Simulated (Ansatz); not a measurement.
LuH2:

```xyz
3
Lattice="0.0000 2.5165 2.5165 2.5165 0.0000 2.5165 2.5165 2.5165 0.0000" Properties=species:S:1:pos:R:3 pbc="T T T"
Lu    0.0000    0.0000    0.0000
H     3.7748    3.7748    3.7748
H     1.2583    1.2583    1.2583
```

- Program: Ansatz 0.2.0
- Task: relaxation of cell and atoms
- Functional: revPBE
- Dispersion: D3(BJ)
- Potentials or basis: Ansatz PAW
- Cutoff: 420 eV (not typed: the program's choice for these potentials)
- k mesh: 9 × 9 × 9
- Occupations: fermi-dirac, width 0.05 eV
- Spin: no spin polarisation

At the start: volume 10.62 Å³/atom.

Question: Where does the relaxation end?

Answer: It ends after 5 steps and the volume is 10.09 Å³/atom (-5.1 %); space group Fm-3m (No. 225, to 0.05 Å).

The path:
| step | energy change (eV) | largest force (eV/Å) | volume (Å³) |
| --- | --- | --- | --- |
| 1 | 0.0000 | 0.0000 | 31.87 |
| 2 | -0.0250 | 0.0000 | 30.47 |
| 3 | -0.0257 | 0.0000 | 30.24 |
| 4 | -0.0257 | 0.0000 | 30.26 |
| 5 | -0.0240 | 0.0000 | 30.26 |

Final structure:
```cif
data_structure
_symmetry_space_group_name_H-M 'P 1'
_symmetry_Int_Tables_number 1
_cell_length_a 3.4977
_cell_length_b 3.4977
_cell_length_c 3.4977
_cell_angle_alpha 60.000
_cell_angle_beta 60.000
_cell_angle_gamma 60.000
_cell_volume 30.26
loop_
_atom_site_label
_atom_site_type_symbol
_atom_site_fract_x
_atom_site_fract_y
_atom_site_fract_z
_atom_site_occupancy
Lu1 Lu 0.00000 0.00000 0.00000 1
H1 H 0.75000 0.75000 0.75000 1
H2 H 0.25000 0.25000 0.25000 1
```

Caveat: the plane-wave basis is chosen anew once the cell has moved, so the energies of steps on either side of that aren't comparable; the PAW data sets come from PBE, with cores solved anew for the run's functional, which leaves a small shift of forces and pressure.
